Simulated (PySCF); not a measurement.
# Br3MoO (MoOBr3): the cost of one run

Programs: PySCF 2.14.0, with routines of our own; each step states its level. All values are computed. Atoms count from 0.

## 1. The system as given

5 atoms, charge 0, multiplicity 2; geometry from: GFN2-xTB.

## 2. Geometry optimisation at PBE0-D3(BJ)/def2-SVP

The job: settings as JSON, then the geometry in Å.

```
{"job": {"xc": "PBE0", "basis": "def2-SVP", "d3": "d3bj", "grid": 1, "maxiter": 30, "shake": 0.03, "kind": "geom"}, "charge": 0, "multiplicity": 2}
Mo     0.227790    -0.079020     0.288680
O     -0.115000    -0.031090     1.874840
Br     2.180740     0.002780    -0.831870
Br    -1.056570     1.802680    -0.669760
Br    -1.162110    -1.805830    -0.724010
```

Started as:

```console
OMP_NUM_THREADS=1 python heavy_run.py task.json out
```

The driver reads the jobs from task.json and runs them one after another.

Q: Estimate the wall time and peak memory of this first job on 1 thread of AMD EPYC 9R45, shared host.

About 4.3 min, with a peak of 0.7 GiB.
